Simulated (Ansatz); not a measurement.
# YSc: how settings move the results

The task here is to estimate one member of a computed series from the others.

Computed with Ansatz 0.2.0 (DFT r2SCAN, scalar-relativistic, plane waves, PAW, unless a step's input says otherwise).

## Starting point

The structure is hexagonal, space group P-6m2 (No. 187). Conventional cell: a = 3.520 Å, b = 3.520 Å, c = 5.404 Å, α = 90.00°, β = 90.00°, γ = 120.00°. Around Y (site symmetry -6m2) lie 6 Sc at 3.38 Å and 6 Y at 3.52 Å. Sc (site symmetry -6m2) has 6 Y at 3.38 Å and 6 Sc at 3.52 Å as nearest neighbours.

As a file:

```
Y Sc
1.0
     3.52017    0.00000    0.00000
    -1.76008    3.04855    0.00000
     0.00000    0.00000    5.40412
Y Sc
1 1
Direct
  0.00000 0.00000 0.00000
  0.33333 0.66667 0.50000
```

Source of the structure: the Materials Project (structure only). It is taken as it stands there.

Set-up of the first run:

File input.yaml:

```yaml
crystal:
  lattice:
    - [3.5201658294, 0.0, 0.0]
    - [-1.7600829147, 3.0485530338, 0.0]
    - [0.0, 0.0, 5.40411622]
  atoms:
    - { symbol: "Y", position: [0.0, 0.0, 0.0] }
    - { symbol: Sc, position: [0.33333333, 0.66666667, 0.5] }
basis:
  ecutwfc: 500
kpoints:
  mp_grid: { grid: [6, 6, 4] }
hamiltonian:
  xc: r2scan
scf:
  occupations: { method: gaussian, width: 0.1 }
output:
  forces: true
  stress: true
  eigenvalues: true
```

Steps of the session up to this table: Probe: one point at the start; Base run on a denser mesh; K-point mesh set to 3×3×1; K-point mesh: 3×3×2; K-point mesh: 6×6×4; K-point mesh: 9×9×4; K-point mesh: 9×9×6; K-point mesh: 12×12×6; K-point mesh set to 15×15×10; K-point mesh: 18×18×10; K-point mesh set to 21×21×12.

One of the session's tables, all rows but one given; the rest of the session is left out.

```
    mesh  pressure (GPa)
   3×3×1           -4.24
   3×3×2           -0.40
   6×6×4            0.17
   9×9×4               ?
   9×9×6            0.09
 12×12×6            0.07
 15×15×8            0.13
15×15×10            0.14
18×18×10            0.14
21×21×12            0.14
```

**Question.** Estimate the row for 9×9×4.

As computed: pressure (GPa): 0.12. In the column «pressure (GPa)» it lies between 9×9×6 (0.09) and 15×15×8 (0.13).

To keep in mind: The error changes sign along the series, since a k mesh isn't variational, and a metal needs dense meshes to resolve its Fermi surface.
